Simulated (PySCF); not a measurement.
# C6H7F3: magnetic properties

Wanted: magnetic properties for C6H7F3 (`C=C=C[C@H](C)C(F)(F)F`).

Computed with PySCF 2.14.0 and routines of our own; the level stands in each step. Atoms count from 0.

## 1. The system as given

16 atoms, charge 0, multiplicity 1; geometry from: GFN2-xTB.

## 2. Magnetic properties: GIAO PBE/pcSseg-1

The job: settings as JSON, then the geometry in Å.

```
{"job": {"kind": "mag", "xc": "PBE", "basis": "pcSseg-1", "isotopologues": 0}, "charge": 0, "multiplicity": 1}
C      3.016145     0.665900     0.290158
C      1.806438     0.539627    -0.146200
C      0.590945     0.398503    -0.577103
C     -0.484611    -0.330366     0.190256
C     -1.134681    -1.425327    -0.655363
C     -1.544089     0.677879     0.622022
F     -1.034864     1.650825     1.394020
F     -2.136875     1.285529    -0.416486
F     -2.529137     0.108604     1.338618
H      3.782059    -0.057069     0.059381
H      3.312372     1.508108     0.894361
H      0.285638     0.820591    -1.525147
H     -0.065375    -0.752104     1.109266
H     -0.383131    -2.154561    -0.945695
H     -1.573915    -0.997750    -1.554320
H     -1.914518    -1.929443    -0.089180
```

Method: GIAO PBE/pcSseg-1 magnetisability, rotational g tensor and spin-rotation constants, non-relativistic, gas phase.

The run is started by

```bash
$ OMP_NUM_THREADS=1 python excited_run.py task.json out
```

The driver reads the jobs from task.json and runs them one after another.

What it wrote:

```text
coarse grid: 14120 points
cycle   1  E = -531.4324152437  dE =  1.139e+00  |g| = 9.686e-01  |ddm| = 3.771e+00
cycle   2  E = -531.0969993236  dE =  3.354e-01  |g| = 1.747e+00  |ddm| = 1.607e+00
cycle   3  E = -531.6002262907  dE = -5.032e-01  |g| = 1.684e-01  |ddm| = 1.051e+00
cycle   4  E = -531.6055761697  dE = -5.350e-03  |g| = 8.026e-02  |ddm| = 2.050e-01
cycle   5  E = -531.6067396688  dE = -1.163e-03  |g| = 4.118e-02  |ddm| = 1.012e-01
cycle   6  E = -531.6071827139  dE = -4.430e-04  |g| = 8.170e-03  |ddm| = 3.921e-02
cycle   7  E = -531.6071984946  dE = -1.578e-05  |g| = 2.338e-03  |ddm| = 8.472e-03
cycle   8  E = -531.6071995720  dE = -1.077e-06  |g| = 8.236e-04  |ddm| = 2.700e-03
final grid: 139664 points
cycle   9  E = -531.7085210611  dE = -5.833e-05  |g| = 1.523e-02  |ddm| = 4.876e-02
cycle  10  E = -531.7084268187  dE =  9.424e-05  |g| = 2.667e-02  |ddm| = 3.306e-02
cycle  11  E = -531.7085691160  dE = -1.423e-04  |g| = 4.047e-03  |ddm| = 2.211e-02
cycle  12  E = -531.7085729998  dE = -3.884e-06  |g| = 1.106e-03  |ddm| = 3.853e-03
cycle  13  E = -531.7085733168  dE = -3.170e-07  |g| = 2.790e-04  |ddm| = 1.093e-03
cycle  14  E = -531.7085733339  dE = -1.708e-08  |g| = 5.778e-05  |ddm| = 2.595e-04
cycle  15  E = -531.7085733345  dE = -6.216e-10  |g| = 2.704e-05  |ddm| = 6.936e-05
converged SCF energy = -531.7085733345

Magnetisability tensor (1e-30 J/T^2)
    -1227.03      -25.19       10.07
      -25.19    -1241.92      -10.40
       10.07      -10.40    -1223.84
isotropic -1230.93   principal values   -1260.91  -1232.18  -1199.71
isotropic susceptibility -74.128 1e-6 cm^3/mol

Inertial axes            a          b          c
rot. const./GHz      2.6442     1.0573     0.9068
chi total           -74.043    -75.185    -73.157
chi diamagnetic    -545.627  -1176.377  -1374.669
chi paramagnetic    471.583   1101.192   1301.513
quadrupole/D A        0.877      0.145     -1.022
g nuclear            0.5647     0.5393     0.5473
g electronic        -0.5858    -0.5470    -0.5544
g total             -0.0212    -0.0077    -0.0072

Spin-rotation constants (kHz, H = +C I.J)
atom  isotope        aa         bb         cc
  6    19F        4.687      1.085      1.168
  7    19F        3.388      1.507      0.892
  8    19F        2.960      1.723      1.065
  9     1H       -0.010     -0.042     -0.089
 10     1H       -0.259      0.072     -0.100
 11     1H       -0.268     -0.118      0.070
 12     1H       -0.249     -0.126      0.031
 13     1H       -0.116     -0.048     -0.103
 14     1H       -0.282     -0.107      0.005
 15     1H       -0.079     -0.104     -0.060
  0    13C*       0.598      0.356      0.128
  1    13C*       1.163      0.497      0.406
  2    13C*       0.675      0.170      0.336
  3    13C*       0.495      0.213      0.178
  4    13C*       0.378      0.148      0.143
  5    13C*       0.879      0.347      0.304
* in the singly substituted isotopologue
```

Run time: 79 s. Hardware: 1 thread of Arm Neoverse N1, shared host; peak memory 0.7 GiB.

Key values:

```csv
quantity,value
magnetisability,-1231·10⁻³⁰ J/T²
molar susceptibility,-74.1·10⁻⁶ cm³/mol
"rotational g (a, b, c)","-0.0212, -0.0077, -0.0072"
```

The fields below are evaluated on a grid from the run's orbitals.

Frontier orbitals at PBE/pcSseg-1, with the share of their density that lies nearest to each atom:

```csv
orbital,energy (eV),lies on
HOMO,-6.58,"C1, C2 about 35 % each"
LUMO,-0.92,"C1 35 %; C0 24 %; H9, H10, H11 about 8 % each"
```

ELF in a plane through or near 8 of the atoms.

Ten even steps from ' ' (0.00) to '@' (1.00):
```
                                                        
                                                        
                                                        
                          ..==++==..                    
                        ..==%%%%##::                    
          ....          --##++++**..  ::::              
        ++@@%%--        ..**%%##**----====::            
      ++@@@@@@%%....--..    ::====--++++++::            
      ==@@@@@@%%==++**++--::++@@%%==::::::..            
      ..==%%##..##**++**==##::==%%--                    
        ==##++..**++==**==##----%%++::..                
      --@@@@@@##++****##==++++%%%%==****==..            
      ++@@@@@@##..::++++::  ..**::++**##++..            
        **%%%%::    ....    ##@@@@##====::              
          ....              @@@@@@%%::                  
                            @@@@@@##..                  
                            --##**::                    
                                                        
                                                        
                                                        
```
The map spans 12.5 Å across and 9.9 Å up, centred on the molecule. Atoms in the plane (x, y in Å): C0 (-3.1, 0.0), C3 (0.5, -0.1), C4 (1.5, -1.2), C5 (1.3, 1.3), F6 (0.5, 2.3), H9 (-3.6, -0.9), H10 (-3.6, 0.9), H13 (1.0, -2.2).

On the surface of density 0.002 e/bohr³ the electrostatic potential runs, from the 1st to the 99th percentile, from -0.66 V near F6 to 0.95 V near H9.

## 3. Magnetic properties: GIAO KT3/ANO-RCC-VDZP

Settings changed since step 2:

```diff
@@ -1,2 +1,2 @@
-{"job": {"kind": "mag", "xc": "PBE", "basis": "pcSseg-1", "isotopologues": 0}, "charge": 0, "multiplicity": 1}
+{"job": {"kind": "mag", "xc": "KT3", "basis": "ANO-RCC-VDZP"}, "charge": 0, "multiplicity": 1}
 C      3.016145     0.665900     0.290158
```

Level: GIAO KT3/ANO-RCC-VDZP magnetisability, rotational g tensor and spin-rotation constants, non-relativistic, gas phase.

What it wrote:

```text
coarse grid: 14120 points
cycle   1  E = -539.6050622292  dE =  1.245e+00  |g| = 1.105e+00  |ddm| = 5.555e+00
cycle   2  E = -539.1208026890  dE =  4.843e-01  |g| = 2.030e+00  |ddm| = 2.054e+00
cycle   3  E = -539.8324487833  dE = -7.116e-01  |g| = 1.804e-01  |ddm| = 1.356e+00
cycle   4  E = -539.8390668255  dE = -6.618e-03  |g| = 8.968e-02  |ddm| = 3.029e-01
cycle   5  E = -539.8406545819  dE = -1.588e-03  |g| = 4.677e-02  |ddm| = 1.421e-01
cycle   6  E = -539.8412670017  dE = -6.124e-04  |g| = 6.920e-03  |ddm| = 5.431e-02
cycle   7  E = -539.8412778381  dE = -1.084e-05  |g| = 2.528e-03  |ddm| = 8.593e-03
cycle   8  E = -539.8412793130  dE = -1.475e-06  |g| = 8.800e-04  |ddm| = 3.156e-03
final grid: 139664 points
cycle   9  E = -539.8400184814  dE = -3.682e-05  |g| = 3.490e-02  |ddm| = 9.385e-02
cycle  10  E = -539.8395829616  dE =  4.355e-04  |g| = 6.122e-02  |ddm| = 6.091e-02
cycle  11  E = -539.8402208114  dE = -6.378e-04  |g| = 4.078e-03  |ddm| = 4.074e-02
cycle  12  E = -539.8402250592  dE = -4.248e-06  |g| = 1.052e-03  |ddm| = 5.441e-03
cycle  13  E = -539.8402253575  dE = -2.984e-07  |g| = 2.063e-04  |ddm| = 1.316e-03
cycle  14  E = -539.8402253675  dE = -1.001e-08  |g| = 6.557e-05  |ddm| = 2.805e-04
cycle  15  E = -539.8402253684  dE = -8.968e-10  |g| = 3.339e-05  |ddm| = 9.523e-05
cycle  16  E = -539.8402253687  dE = -2.913e-10  |g| = 8.057e-06  |ddm| = 4.070e-05
converged SCF energy = -539.8402253687

Magnetisability tensor (1e-30 J/T^2)
    -1197.75      -25.95       10.42
      -25.95    -1223.81       -8.33
       10.42       -8.33    -1208.15
isotropic -1209.90   principal values   -1239.91  -1213.55  -1176.24
isotropic susceptibility -72.862 1e-6 cm^3/mol

Inertial axes            a          b          c
rot. const./GHz      2.6442     1.0573     0.9068
chi total           -72.301    -74.024    -72.261
chi diamagnetic    -544.133  -1175.044  -1373.286
chi paramagnetic    471.832   1101.020   1301.025
quadrupole/D A        0.724      0.264     -0.988
g nuclear            0.5647     0.5393     0.5473
g electronic        -0.5861    -0.5469    -0.5542
g total             -0.0215    -0.0076    -0.0069

Spin-rotation constants (kHz, H = +C I.J)
atom  isotope        aa         bb         cc
  6    19F        4.457      0.999      1.105
  7    19F        3.307      1.456      0.819
  8    19F        2.815      1.653      1.025
  9     1H       -0.006     -0.039     -0.088
 10     1H       -0.249      0.073     -0.099
 11     1H       -0.257     -0.117      0.069
 12     1H       -0.243     -0.122      0.032
 13     1H       -0.113     -0.046     -0.102
 14     1H       -0.280     -0.106      0.007
 15     1H       -0.075     -0.104     -0.058
  0    13C*       0.556      0.315      0.113
  1    13C*       1.089      0.448      0.368
  2    13C*       0.632      0.153      0.302
  3    13C*       0.472      0.203      0.169
  4    13C*       0.357      0.141      0.136
  5    13C*       0.844      0.333      0.291
* in the singly substituted isotopologue
```

Wall time 3.6 min (1 thread of Arm Neoverse N1, shared host); peak memory 0.64 GiB.

Key values:

```csv
quantity,value
magnetisability,-1210·10⁻³⁰ J/T²
molar susceptibility,-72.9·10⁻⁶ cm³/mol
"rotational g (a, b, c)","-0.0215, -0.0076, -0.0069"
```

## 4. Magnetic properties side by side

```csv
level,ξ (10⁻³⁰ J/T²),g(a),g(b),gap (eV),functions,time
GIAO PBE/pcSseg-1,-1231,-0.0212,-0.0077,5.66,188,79 s
GIAO KT3/ANO-RCC-VDZP,-1210,-0.0215,-0.0076,5.69,161,3.6 min
```

## 5. Outcome

| quantity | value |
| --- | --- |
| magnetisability (step 2, GIAO PBE/pcSseg-1) | -1231·10⁻³⁰ J/T² |
| molar susceptibility (step 2, GIAO PBE/pcSseg-1) | -74.1·10⁻⁶ cm³/mol |
| rotational g (a, b, c) (step 2, GIAO PBE/pcSseg-1) | -0.0212, -0.0077, -0.0072 |
| surface potential, 1st and 99th percentile | -0.66 V and 0.95 V |
| magnetisability over the levels | -1231 to -1210·10⁻³⁰ J/T² |

What this shows: By nearest atom (PBE/pcSseg-1), the HOMO sits on C1, C2 about 35 % each and the LUMO on C1 35 %; C0 24 %. The magnetisability spreads by 1.7 % over 2 levels, from GIAO PBE/pcSseg-1 (79 s) to GIAO KT3/ANO-RCC-VDZP (3.6 min); the runs took 79 s to 3.6 min. Two levels can agree by chance, so this spread shows no convergence. Vibrational averaging and real surroundings are missing from these values.
